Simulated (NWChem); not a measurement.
# RbF (SMILES [F][Rb]): MP2/def2-QZVP (core potential)

Aim: the vertical ionisation energy of RbF at MP2/def2-QZVP (core potential), from 2 runs. 

The results are computed with NWChem 7.3.0.

**1. The molecule**

RbF has 2 atoms, charge 0, and is taken as a singlet. SMILES: `[F][Rb]`. The coordinates come from a PBE0-D4/def2-TZVP relaxation.

Bond lengths: F1–Rb2 2.340 Å.

**2. The energy at MP2/def2-QZVP (core potential)**

frb.nw reads:

```
start frb
title "RbF"
memory stack 880 mb heap 220 mb global 1100 mb

geometry units angstroms noautosym nocenter noautoz
 F        0.000000       0.000000      -0.070970
 Rb       0.000000       0.000000       2.268560
end

basis spherical bse
 * library def2-QZVP
end

ecp bse
 Rb library def2-QZVP
end

scf
 thresh 1e-08
 maxiter 80
 noprint "final vectors analysis"
end

mp2
 freeze core 1
 tight
end

task mp2 energy
```

Run with:

```console
$ nwchem frb.nw > frb.out
```

The program printed:

```text
Northwest Computational Chemistry Package (NWChem) 7.3.0
             --------------------------------------------------------

           Job information
           ---------------

    nwchem branch   = 7.3.0
    use scalapack   = T
    input           = frb.nw
    prefix          = frb.
    data base       = ./frb.db
    status          = startup
    nproc           =        1

           Memory information
           ------------------

    heap     =     28835834 doubles =      220.0 Mbytes
    stack    =    115343359 doubles =      880.0 Mbytes
    global   =    144179200 doubles =     1100.0 Mbytes (distinct from heap & stack)
    total    =    288358393 doubles =     2200.0 Mbytes
    verify   = yes
    hardfail = no

           Directory information
           ---------------------

  0 permanent = .
  0 scratch   = .

                                NWChem Input Module
                                -------------------

                                        RbF
                                        ---

 Scaling coordinates for geometry "geometry" by  1.889725989
 (inverse scale =  0.529177249)

                             Geometry "geometry" -> ""
                             -------------------------

 Output coordinates in angstroms (scale by  1.889725989 to convert to a.u.)

  No.       Tag          Charge          X              Y              Z
 ---- ---------------- ---------- -------------- -------------- --------------
    1 F                    9.0000     0.00000000     0.00000000    -0.07097000
    2 Rb                  37.0000     0.00000000     0.00000000     2.26856000

      Atomic Mass
      -----------

      F                 18.998400
      Rb                84.911700

 Effective nuclear repulsion energy (a.u.)      75.3211217283

            Nuclear Dipole moment (a.u.)
            ----------------------------
        X                 Y               Z
 ---------------- ---------------- ----------------
     0.0000000000     0.0000000000   157.4103764995

            XYZ format geometry
            -------------------
     2
 geometry
 F                     0.00000000     0.00000000    -0.07097000
 Rb                    0.00000000     0.00000000     2.26856000

 ==============================================================================
                                internuclear distances
 ------------------------------------------------------------------------------
       center one      |      center two      | atomic units |  angstroms
 ------------------------------------------------------------------------------
    2 Rb               |   1 F                |     4.42107  |     2.33953
 ------------------------------------------------------------------------------
                         number of included internuclear distances:          1
 ==============================================================================

 Summary of "ao basis" -> "" (spherical)
 ------------------------------------------------------------------------------
       Tag                 Description            Shells   Functions and Types
 ---------------- ------------------------------  ------  ---------------------
 *                         def2-QZVP                  on all atoms

                 ECP       "ecp basis" -> "" (cartesian)
                -----
  [basis functions not shown]

                      Basis "ao basis" -> "ao basis" (spherical)
                      -----
  [basis functions not shown]

 Summary of "ao basis" -> "ao basis" (spherical)
 ------------------------------------------------------------------------------
       Tag                 Description            Shells   Functions and Types
 ---------------- ------------------------------  ------  ---------------------
 F                         def2-QZVP                17       57   7s4p3d2f1g
 Rb                        def2-QZVP                17       49   7s5p4d1f

                                 NWChem SCF Module
                                 -----------------

                                        RbF

  ao basis        = "ao basis"
  functions       =   106
  atoms           =     2
  closed shells   =     9
  open shells     =     0
  charge          =   0.00
  wavefunction    = RHF
  input vectors   = atomic
  output vectors  = ./frb.movecs
  use symmetry    = F
  symmetry adapt  = F

 Summary of "ao basis" -> "ao basis" (spherical)
 ------------------------------------------------------------------------------
       Tag                 Description            Shells   Functions and Types
 ---------------- ------------------------------  ------  ---------------------
 F                         def2-QZVP                17       57   7s4p3d2f1g
 Rb                        def2-QZVP                17       49   7s5p4d1f

 Forming initial guess at       0.1s

      Superposition of Atomic Density Guess
      -------------------------------------

 Sum of atomic energies:        -126.88641107

      Non-variational initial energy
      ------------------------------

 Total energy =    -122.911112
 1-e energy   =    -214.975198
 2-e energy   =      73.742732
 HOMO         =      -0.601621
 LUMO         =      -0.051386

 Starting SCF solution at       0.5s

 ----------------------------------------------
         Quadratically convergent ROHF

 Convergence threshold     :          1.000E-08
 Maximum no. of iterations :           80
 Final Fock-matrix accuracy:          1.000E-10
 ----------------------------------------------

              iter       energy          gnorm     gmax       time
             ----- ------------------- --------- --------- --------
                 1     -123.2356530003  1.36D+00  4.19D-01      2.0
                 2     -123.3231705822  2.15D-01  6.91D-02      4.8
                 3     -123.3259300417  1.55D-02  3.72D-03      8.7
                 4     -123.3259522207  9.95D-05  3.38D-05     15.0
                 5     -123.3259522219  5.41D-09  1.78D-09     25.9

       Final RHF  results
       ------------------

         Total SCF energy =   -123.325952221917
      One-electron energy =   -218.359811123112
      Two-electron energy =     76.712504967296
 Nuclear repulsion energy =     18.321353933899

        Time for solution =     25.4s

             Final eigenvalues
             -----------------

              1
    1  -26.0418
    2   -1.5504
    3   -1.3055
    4   -0.7874
    5   -0.7874
    6   -0.7776
    7   -0.4069
    8   -0.4052
    9   -0.4052
   10   -0.0065
   11    0.0146
   12    0.0146
   13    0.0231
   14    0.0283
   15    0.0283
   16    0.0382
   17    0.0382
   18    0.0492
   19    0.0542

 center of mass
 --------------
 x =   0.00000000 y =   0.00000000 z =   3.47863047

 moments of inertia (a.u.)
 ------------------
         303.446204023139           0.000000000000           0.000000000000
           0.000000000000         303.446204023139           0.000000000000
           0.000000000000           0.000000000000           0.000000000000

  Mulliken analysis of the total density
  --------------------------------------

    Atom       Charge   Shell Charges
 -----------   ------   -------------------------------------------------------
    1 F    9     9.89   1.16  0.01  0.64  0.17  0.52  1.00  0.49  1.52  1.84  1.73  0.82  0.00  0.00  0.00 -0.00  0.00  0.00
    2 Rb   9     8.11   0.03 -0.29  1.42  0.84  0.03 -0.01  0.00  3.92  1.75  0.34  0.01  0.00  0.02  0.05  0.01 -0.00  0.00

       Multipole analysis of the density wrt the origin
       ------------------------------------------------

     L   x y z        total         open         nuclear
     -   - - -        -----         ----         -------
     0   0 0 0      0.000000      0.000000     18.000000

     1   1 0 0     -0.000000      0.000000      0.000000
     1   0 1 0      0.000000      0.000000      0.000000
     1   0 0 1      3.713523      0.000000     37.375586

     2   2 0 0    -13.679099      0.000000      0.000000
     2   1 1 0     -0.000000      0.000000      0.000000
     2   1 0 1     -0.000000      0.000000      0.000000
     2   0 2 0    -13.679099      0.000000      0.000000
     2   0 1 1     -0.000000      0.000000      0.000000
     2   0 0 2      0.575185      0.000000    165.563865

                   NWChem MP2 Semi-direct Energy/Gradient Module
                   ---------------------------------------------

                                        RbF

  Basis functions       =    106
  Molecular orbitals    =    106
  Frozen core           =      1
  Frozen virtuals       =      0
  Active alpha occupied =      8
  Active beta occupied  =      8
  Active alpha virtual  =     97
  Active beta virtual   =     97
  Use MO symmetry       = F
  Use skeleton AO sym   = F

  AO/Fock/Back tols     =   1.0D-11  1.0D-11  1.0D-11

 GA uses MA = F    GA memory limited = T

 Available:
  local mem=  1.26D+08
 global mem=  1.44D+08
 local disk=  0.00D+00
   1 passes of   8:        7340032                      87034                  14884034.
   1 passes of   8: M    126125485           G      144156728           F     118785453.

 Semi-direct pass number   1 of   1  for RHF alpha+beta  at       26.0s
 Done moints_semi at       30.6s
 Done maket at       30.8s
 Done multipass loop at       30.8s

          -------------------------------------------
          SCF energy                -123.325952221917
          Correlation energy          -0.456189511598
          Singlet pairs               -0.280814540169
          Triplet pairs               -0.175374971428
          Total MP2 energy          -123.782141733515
          -------------------------------------------

          ---------------------------------------------------
                    Spin Component Scaled (SCS) MP2
          Same spin pairs                     -0.116916647619
          Same spin scaling factor             0.333333333333
          Opposite spin pairs                 -0.339272863979
          Opposite spin scaling fact.          1.200000000000
          SCS-MP2 correlation energy          -0.446099652647
          Total SCS-MP2 energy              -123.772051874564
          ---------------------------------------------------

 -----------------------
 Task  times  cpu:       30.8s     wall:       30.8s
 Total times  cpu:       30.8s     wall:       30.8s
```

It took 32 s on 1 thread of Intel Xeon Platinum 8259CL at 2.50GHz (Skylake/Cascade Lake), shared host; peak memory 0.28 GiB.

**3. The doublet cation, same level**

frb.nw reads:

```
start frb
title "RbF"
memory 2200 mb
charge 1
geometry units angstrom noautosym nocenter noautoz
   F        0.000000       0.000000      -0.070970
   Rb       0.000000       0.000000       2.268560
end
basis spherical bse
   * library def2-QZVP
end
ecp bse
   Rb library def2-QZVP
end
scf
   nopen 1
   uhf
   thresh 1e-08
   maxiter 80
   print low
end
mp2
   freeze core 1
   tight
end
task mp2 energy
```

Run with:

```console
$ nwchem frb.nw > frb.out
```

The program printed:

```text
Northwest Computational Chemistry Package (NWChem) 7.3.0
             --------------------------------------------------------

           Job information
           ---------------

    nwchem branch   = 7.3.0
    use scalapack   = T
    input           = frb.nw
    prefix          = frb.
    data base       = ./frb.db
    status          = startup
    nproc           =        1

           Memory information
           ------------------

    heap     =     72089596 doubles =      550.0 Mbytes
    stack    =     72089601 doubles =      550.0 Mbytes
    global   =    144179200 doubles =     1100.0 Mbytes (distinct from heap & stack)
    total    =    288358397 doubles =     2200.0 Mbytes
    verify   = yes
    hardfail = no

           Directory information
           ---------------------

  0 permanent = .
  0 scratch   = .

                                NWChem Input Module
                                -------------------

                                        RbF
                                        ---

 Scaling coordinates for geometry "geometry" by  1.889725989
 (inverse scale =  0.529177249)

                             Geometry "geometry" -> ""
                             -------------------------

 Output coordinates in angstroms (scale by  1.889725989 to convert to a.u.)

  No.       Tag          Charge          X              Y              Z
 ---- ---------------- ---------- -------------- -------------- --------------
    1 F                    9.0000     0.00000000     0.00000000    -0.07097000
    2 Rb                  37.0000     0.00000000     0.00000000     2.26856000

      Atomic Mass
      -----------

      F                 18.998400
      Rb                84.911700

 Effective nuclear repulsion energy (a.u.)      75.3211217283

            Nuclear Dipole moment (a.u.)
            ----------------------------
        X                 Y               Z
 ---------------- ---------------- ----------------
     0.0000000000     0.0000000000   157.4103764995

            XYZ format geometry
            -------------------
     2
 geometry
 F                     0.00000000     0.00000000    -0.07097000
 Rb                    0.00000000     0.00000000     2.26856000

 ==============================================================================
                                internuclear distances
 ------------------------------------------------------------------------------
       center one      |      center two      | atomic units |  angstroms
 ------------------------------------------------------------------------------
    2 Rb               |   1 F                |     4.42107  |     2.33953
 ------------------------------------------------------------------------------
                         number of included internuclear distances:          1
 ==============================================================================

 Summary of "ao basis" -> "" (spherical)
 ------------------------------------------------------------------------------
       Tag                 Description            Shells   Functions and Types
 ---------------- ------------------------------  ------  ---------------------
 *                         def2-QZVP                  on all atoms

                 ECP       "ecp basis" -> "" (cartesian)
                -----
  [basis functions not shown]

                      Basis "ao basis" -> "ao basis" (spherical)
                      -----
  [basis functions not shown]

 Summary of "ao basis" -> "ao basis" (spherical)
 ------------------------------------------------------------------------------
       Tag                 Description            Shells   Functions and Types
 ---------------- ------------------------------  ------  ---------------------
 F                         def2-QZVP                17       57   7s4p3d2f1g
 Rb                        def2-QZVP                17       49   7s5p4d1f

                                 NWChem SCF Module
                                 -----------------

                                        RbF

  ao basis        = "ao basis"
  functions       =   106
  atoms           =     2
  alpha electrons =     9
  beta  electrons =     8
  charge          =   1.00
  wavefunction    = UHF
  input vectors   = atomic
  output vectors  = ./frb.movecs
  use symmetry    = F
  symmetry adapt  = F

 Forming initial guess at       0.2s

 Starting SCF solution at       0.6s

       Final UHF  results
       ------------------

         Total SCF energy =   -123.059385990877
      One electron energy =   -211.581849316036
      Two electron energy =     70.201109391260
 Nuclear repulsion energy =     18.321353933899

                       Sz =      0.5000
                 Sz(Sz+1) =      0.7500
                      S^2 =      0.7543

        Time for solution =     37.4s

                   NWChem MP2 Semi-direct Energy/Gradient Module
                   ---------------------------------------------

                                        RbF

  Basis functions       =    106
  Molecular orbitals    =    106
  Frozen core           =      1
  Frozen virtuals       =      0
  Active alpha occupied =      8
  Active beta occupied  =      7
  Active alpha virtual  =     97
  Active beta virtual   =     98
  Use MO symmetry       = F
  Use skeleton AO sym   = F

  AO/Fock/Back tols     =   1.0D-11  1.0D-11  1.0D-11

 GA uses MA = F    GA memory limited = T

 Available:
  local mem=  1.26D+08
 global mem=  1.44D+08
 local disk=  0.00D+00
   1 passes of   8:        7340032                      87034                  14884034.
   1 passes of   8: M    126125485           G      144156728           F     118785453.

 Semi-direct pass number   1 of   1  for UHF alpha       at       38.2s
 Done moints_semi at       42.7s
 Done maket at       43.0s
 Done multipass loop at       43.0s

 GA uses MA = F    GA memory limited = T

 Available:
  local mem=  1.26D+08
 global mem=  1.44D+08
 local disk=  0.00D+00
   1 passes of   7:        7340032                      79598                  13160030.
   1 passes of   7: M    126125485           G      144156728           F     118785453.

 Semi-direct pass number   1 of   1  for UHF beta        at       43.1s
 Done moints_semi at       47.9s
 Done maket at       48.2s
 Done multipass loop at       48.2s

          -------------------------------------------
          SCF energy                -123.059385990877
          Correlation energy          -0.370534340555
          Singlet pairs                0.000000000000
          Triplet pairs                0.000000000000
          Total MP2 energy          -123.429920331432
          -------------------------------------------

          ---------------------------------------------------
                    Spin Component Scaled (SCS) MP2
          Same spin pairs                     -0.089740553950
          Same spin scaling factor             0.333333333333
          Opposite spin pairs                 -0.280793786604
          Opposite spin scaling fact.          1.200000000000
          SCS-MP2 correlation energy          -0.366866061909
          Total SCS-MP2 energy              -123.426252052786
          ---------------------------------------------------

 -----------------------
 Task  times  cpu:       48.2s     wall:       48.2s
 Total times  cpu:       48.2s     wall:       48.2s
```

Wall time 49 s (1 thread of Intel Xeon Platinum 8259CL at 2.50GHz (Skylake/Cascade Lake), shared host); peak memory 0.28 GiB.

**4. What came out**

At MP2/def2-QZVP (core potential), 1 core orbital frozen:

```
                                                  quantity          value
                                 singlet RbF: total energy  -123.78214 Eh
   singlet RbF: correlation energy (1 core orbital frozen)     -456.2 mEh
                              doublet cation: total energy  -123.42992 Eh
doublet cation: correlation energy (1 core orbital frozen)     -370.5 mEh
         doublet cation: ⟨S²⟩ of the reference determinant          0.754
        vertical ionisation energy (to the doublet cation)       9.584 eV
```

What this shows: The vertical ionisation energy comes to 9.58 eV (925 kJ/mol).
